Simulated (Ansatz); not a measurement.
# CH5ClMgO2: the cost of one run

Method: UKS B3LYP-D4/6-31G*, in Ansatz 0.2.0.

**1. The structure to begin with**

Bond lengths: Mg1–O2 2.417 Å, O2–C3 1.394 Å, Mg1–Cl4 2.126 Å, Mg1–O6 2.416 Å, C3–H7 1.098 Å, C3–H8 1.099 Å, C3–H9 1.094 Å, O6–H10 0.957 Å. Angles: Mg1–O2–C3 124.5°, O2–Mg1–Cl4 124.9°, O2–Mg1–O6 62.9°, Cl4–Mg1–O6 123.0°, O2–C3–H7 108.9°, O2–C3–H8 112.3°, O2–C3–H9 109.6°, H7–C3–H8 108.4°, H7–C3–H9 108.5°, H8–C3–H9 109.0°, Mg1–O6–H10 121.2°.

Structure file:

```xyz
10

Mg   -1.5510   -0.3764    1.2847
O     0.1542   -0.8243   -0.3685
C     0.4096   -0.0194   -1.4772
Cl   -3.1145    1.0481    1.0663
H     0.6233   -0.2608    0.6773
O     0.7175    0.2333    1.8503
H     1.4870   -0.0336   -1.6858
H     0.1007    1.0229   -1.3152
H    -0.1184   -0.4164   -2.3494
H     1.2916   -0.3734    2.3176
```

**2. Pulling towards end A**

Springs on the bonds that form and break draw the guess towards this end; the thresholds are loose.

Input file input.yaml:

```yaml
crystal:
  periodic: [false, false, false]
  atoms:
    - { symbol: Mg, position_ang: [-1.551, -0.3764, 1.2847] }
    - { symbol: O, position_ang: [0.1542, -0.8243, -0.3685] }
    - { symbol: C, position_ang: [0.4096, -0.0194, -1.4772] }
    - { symbol: Cl, position_ang: [-3.1145, 1.0481, 1.0663] }
    - { symbol: H, position_ang: [0.6233, -0.2608, 0.6773] }
    - { symbol: O, position_ang: [0.7175, 0.2333, 1.8503] }
    - { symbol: H, position_ang: [1.487, -0.0336, -1.6858] }
    - { symbol: H, position_ang: [0.1007, 1.0229, -1.3152] }
    - { symbol: H, position_ang: [-0.1184, -0.4164, -2.3494] }
    - { symbol: H, position_ang: [1.2916, -0.3734, 2.3176] }
magnetization:
  spin_polarized: true
basis:
  gaussian: { orbitals: "6-31G*" }
hamiltonian:
  xc: b3lyp
  dispersion: d4
relax:
  f_tol: 0.15
  max_steps: 25
  restrain:
    - { distance: [0, 5], at: 3.37, k: 30.0 }
    - { distance: [4, 1], at: 2.27, k: 30.0 }
    - { distance: [0, 1], at: 2.07, k: 30.0 }
    - { distance: [4, 5], at: 0.97, k: 30.0 }
```

Launch:

```console
$ ansatz run input.yaml --threads 2 --pin off --max-ram 3072MiB --backend cpu --events-out ev --progress --plain --runs-dir out
```

Q: Estimate wall time and peak memory on 2 threads of Arm Neoverse V1, shared host.

About 53 s, with a peak of 0.28 GiB.
